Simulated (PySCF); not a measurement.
# C6H9ClGe: the cost of one run

Programs: PySCF 2.14.0, with routines of our own; each step states its level. All values are computed. Atoms count from 0.

## 1. The starting structure

17 atoms, charge 0, multiplicity 1; geometry from: GFN2-xTB.

## 2. Magnetic properties: GIAO KT3/pcSseg-1

What the job is given:

```
{"job": {"kind": "mag", "xc": "KT3", "basis": "pcSseg-1", "isotopologues": 2}, "charge": 0, "multiplicity": 1}
C      3.858175     0.185334     0.942897
C      2.913074    -0.125056     0.266799
Ge     1.385785    -0.617126    -0.766649
C     -0.158327    -0.612608     0.502029
C     -1.362565     0.082989    -0.032866
C     -1.980342     1.141756     0.825994
C     -1.865097    -0.216301    -1.223210
Cl    -1.114041    -1.407678    -2.209154
H      4.692645     0.455510     1.525940
H      1.717653    -1.957887    -1.350833
H      1.273011     0.423893    -1.842245
H     -0.405084    -1.655426     0.717743
H      0.155803    -0.153355     1.438938
H     -2.276022     0.718747     1.785714
H     -1.251772     1.929146     1.018316
H     -2.853573     1.578551     0.348611
H     -2.736321     0.241542    -1.659009
```

Level: GIAO KT3/pcSseg-1 magnetisability, rotational g tensor and spin-rotation constants, non-relativistic, gas phase.

The run is started by

```
$ OMP_NUM_THREADS=1 python excited_run.py task.json out
```

The driver reads the jobs from task.json and runs them one after another.

**Question.** How long does this job take on 1 thread of Arm Neoverse V1, shared host, and how much memory does it need?

About 61 s, with a peak of 0.77 GiB.
